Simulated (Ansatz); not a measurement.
Run this with the Python package of Ansatz (0.2.0) and show what comes out.

`fgah6si2_scan.py`
```python
"""Potential curve of FGaH6Si2 along one bond."""

import warnings

import ansatz as az
from ase import Atoms
import numpy as np

warnings.simplefilter("ignore", az.DeckWarning)

atoms = Atoms(["F", "Ga", "Si", "Si", "H", "H", "H", "H", "H", "H"], positions=[
    [-1.332, -1.6611, 1.2816],
    [-0.2368, -0.6311, 0.2811],
    [-0.9614, 0.7075, -0.8491],
    [1.3835, -0.1538, 0.4384],
    [-1.5374, -0.414, -1.5953],
    [-1.8897, 1.2421, 0.1474],
    [-0.5305, 1.7786, -1.7686],
    [1.5519, -1.5771, 0.158],
    [1.1673, 0.056, 1.9332],
    [2.4682, 0.6018, -0.0237],
])
system = az.Crystal.molecule_from_ase(atoms)

symbols = [site.symbol for site in system.cartesian_sites]
start = np.array([site.position_ang for site in system.cartesian_sites])
axis = (start[4] - start[2]) / np.linalg.norm(start[4] - start[2])
moving = [4]
lengths, energies = [1.289, 1.348, 1.406, 1.465, 1.524, 1.582, 1.641, 1.729], []
for length in lengths:
    xyz = start.copy()
    xyz[moving] += (length - np.linalg.norm(start[4] - start[2])) * axis
    point = az.Crystal.molecule()
    for symbol, xyz in zip(symbols, xyz):
        point = point.atom(symbol, xyz.tolist())
    setup = point.calculation().basis(gaussian="def2-SVP").functional("CAM-B3LYP")
    rep = setup.run(threads=1, pin="off").report
    energies.append(rep["free_energy_ev"])
    print(f"r = {length:6.3f} A  E = {energies[-1]:.5f} eV  <S^2> = {abs(rep['mean_field']['state']['spin_squared']):.3f}")

# quartic fit about the minimum
fit = np.polynomial.Polynomial.fit(lengths, np.array(energies) - min(energies), 4).convert()
roots = [r.real for r in fit.deriv().roots() if abs(r.imag) < 1e-9 and fit.deriv(2)(r.real) > 0]
r_e = min(roots, key=lambda r: abs(r - lengths[int(np.argmin(energies))]))
print(f"minimum of the fit at {r_e:.4f} A, force constant {fit.deriv(2)(r_e):.2f} eV/A^2")
```

```console
$ python fgah6si2_scan.py
r =  1.289 A  E = -70925.06291 eV  <S^2> = 0.000
r =  1.348 A  E = -70925.37154 eV  <S^2> = 0.000
r =  1.406 A  E = -70925.56597 eV  <S^2> = 0.000
r =  1.465 A  E = -70925.67715 eV  <S^2> = 0.000
r =  1.524 A  E = -70925.72079 eV  <S^2> = 0.000
r =  1.582 A  E = -70925.71338 eV  <S^2> = 0.000
r =  1.641 A  E = -70925.66728 eV  <S^2> = 0.000
r =  1.729 A  E = -70925.54749 eV  <S^2> = 0.000
minimum of the fit at 1.5424 A, force constant 13.38 eV/A^2
```

The settings weren't tested for convergence. The rest of the molecule is held rigid at a force-field or estimated start geometry, and the basis set is modest; single-reference methods fail as a bond breaks. The orbitals are restricted, so S² is zero by construction. Finished in 53 s on 1 thread of Arm Neoverse V2, with other jobs on the host, peak memory 0.38 GiB.

(Lines on the test bed's own set-up are left out of the output.)
